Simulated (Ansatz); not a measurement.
# Si, 2 atoms: GW on CPU cores

Aim: the GW corrections to the Kohn-Sham levels of Si in a cell of 2 atoms, and what it costs in time.

Program: Ansatz 0.2 early development. Level of theory: run time, GW, PBE, NC. These are calculated values, not measurements.

### Step 1. The starting structure

It takes space group Fd-3m (No. 227, cubic). Conventional cell: a = 5.437 Å, b = 5.437 Å, c = 5.437 Å, α = 90.00°, β = 90.00°, γ = 90.00°. Si (site symmetry -43m) is surrounded by 4 Si at 2.35 Å.

Structure file:

```cif
data_structure
_symmetry_space_group_name_H-M 'Fd-3m:1'
_symmetry_Int_Tables_number 227
_cell_length_a 5.4370
_cell_length_b 5.4370
_cell_length_c 5.4370
_cell_angle_alpha 90.000
_cell_angle_beta 90.000
_cell_angle_gamma 90.000
_cell_volume 160.72
loop_
_atom_site_label
_atom_site_type_symbol
_atom_site_symmetry_multiplicity
_atom_site_Wyckoff_symbol
_atom_site_fract_x
_atom_site_fract_y
_atom_site_fract_z
_atom_site_occupancy
Si1 Si 8 b 0.00000 0.00000 0.50000 1
```

### Step 2. The calculation

The input, input.yaml:

```yaml
crystal:
  lattice:
    - [0, 2.7185, 2.7185]
    - [2.7185, 0, 2.7185]
    - [2.7185, 2.7185, 0]
  atoms:
    - { symbol: Si, position: [0, 0, 0] }
    - { symbol: Si, position: [0.25, 0.25, 0.25] }
basis:
  ecutwfc: "310 eV"
  precision: f64
  ecutrho_ratio: 4
kpoints:
  mp_grid: { grid: [8, 8, 8], shift: [0, 0, 0] }
hamiltonian:
  xc: pbe
  pseudopotentials: { kind: nc, accuracy: standard }
scf:
  occupations: { method: fixed }
  convergence: { dr2_threshold: "1e-8 eV" }
gw:
  n_bands: 100
  ecut_chi: "150 eV"
  qp_bands: [v1, c1]
  qp_kpoints: band_edges
```

On the command line:

```
> ansatz run input --backend cpu --pin auto --threads 8 --events-out ev
```

Before running it: what results should come out? Wanted: free energy; electrons solved for; SCF passes in all.

**Answer**, as computed:

| quantity | value |
| --- | --- |
| time per pass of the first SCF | 0.015 s |
| free energy | -230.2607 eV (-115.1303 eV/atom) |
| electrons solved for | 8 |
| SCF passes in all | 6 |
| wall time | 43 s (8 threads of Arm Neoverse V2 (Grace), shared host) |

What this shows: The largest share of the engine's clock (99 %) was the work after the first SCF.
